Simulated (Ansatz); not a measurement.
# Sn2PbO3: a trial structure relaxed

The task: take a trial cell of Sn2PbO3 to zero force and stress.

Program: Ansatz 0.2.0. Level of theory: DFT PBE, scalar-relativistic, plane waves, PAW. These are calculated values, not measurements.

## Step 1: The system as given

Symmetry: P4mm, No. 99, tetragonal system. Conventional cell: a = 3.911 Å, b = 3.911 Å, c = 14.951 Å, α = 90.00°, β = 90.00°, γ = 90.00°. Sn (site symmetry 4mm) has 4 O at 2.28 Å as nearest neighbours. Pb (site symmetry 4mm) has 4 O at 2.28 Å as nearest neighbours. O (site symmetry 2mm) has 2 Sn at 2.28 Å and 2 Pb at 2.28 Å as nearest neighbours. O (site symmetry 2mm) has 4 Sn at 2.28 Å as nearest neighbours. Only part of the 9 independent sites is listed.

Coordinates:

```xyz
12
Lattice="3.9107 0.0000 0.0000 0.0000 3.9107 0.0000 0.0000 0.0000 14.9508" Properties=species:S:1:pos:R:3 pbc="T T T"
Sn    1.9553    1.9553    6.1642
Sn    0.0000    0.0000    3.8030
Sn    0.0000    0.0000    8.7866
Sn    0.0000    0.0000   13.7702
Pb    1.9553    1.9553    1.1806
Pb    1.9553    1.9553   11.1478
O     0.0000    1.9553    0.0000
O     0.0000    1.9553    4.9836
O     0.0000    1.9553    9.9672
O     1.9553    0.0000    0.0000
O     1.9553    0.0000    4.9836
O     1.9553    0.0000    9.9672
```

The start is an ordering of an alloy on its end members' structure types: elements ordered on the sites of the SnO type, Pb/Sn on Sn (P4mm, No. 99).

## Step 2: The guess as it stands, on a coarse mesh

File input.yaml:

```yaml
crystal:
  lattice:
    - [3.91065713, 0.0, 0.0]
    - [0.0, 3.91065713, 0.0]
    - [0.0, 0.0, 14.95080436]
  atoms:
    - { symbol: Sn, position: [0.5, 0.5, 0.4123] }
    - { symbol: Sn, position: [0.0, 0.0, 0.25436667] }
    - { symbol: Sn, position: [0.0, 0.0, 0.5877] }
    - { symbol: Sn, position: [0.0, 0.0, 0.92103333] }
    - { symbol: Pb, position: [0.5, 0.5, 0.07896667] }
    - { symbol: Pb, position: [0.5, 0.5, 0.74563333] }
    - { symbol: O, position: [0.0, 0.5, 0.0] }
    - { symbol: O, position: [0.0, 0.5, 0.33333333] }
    - { symbol: O, position: [0.0, 0.5, 0.66666667] }
    - { symbol: O, position: [0.5, 0.0, 0.0] }
    - { symbol: O, position: [0.5, 0.0, 0.33333333] }
    - { symbol: O, position: [0.5, 0.0, 0.66666667] }
basis:
  ecutwfc: 420
kpoints:
  mp_grid: { grid: [4, 4, 2] }
hamiltonian:
  xc: pbe
scf:
  occupations: { method: gaussian, width: 0.1 }
  lower_state_search: "off"
output:
  forces: true
  stress: true
  eigenvalues: true
```

The run is started by

```console
> ansatz run input.yaml --threads 1 --pin off --max-ram 2560MiB --backend cpu --events-out ev --progress --plain --runs-dir out
```

Further runs follow: a loose first relaxation; final relaxation.

What does the calculation give? Wanted: conventional cell; volume; energy over the elements; gap on the mesh.

As calculated:

| quantity | value |
| --- | --- |
| symmetry at the end (tolerance 0.02 Å) | space group P4mm (No. 99) |
| conventional cell | a = 3.920 Å, b = 3.920 Å, c = 15.663 Å, α = 90.00°, β = 90.00°, γ = 90.00° |
| volume | 20.06 Å³/atom |
| energy over the elements (uncorrected; H, N, O, F and Cl as molecules), grey Sn | -1.21 eV/atom |
| gap on the mesh | 0.85 eV |

**Reading.** The space group P4mm (No. 99) is kept, and the volume per atom grows by 5.3 % from the first guess. It lies below the elements, which doesn't yet make it stable: competing phases were not computed in this session. No finished test with a distortion of lower symmetry is shown, so the end may be a saddle point. Spin-orbit coupling is left out, which matters for the bands of Pb.
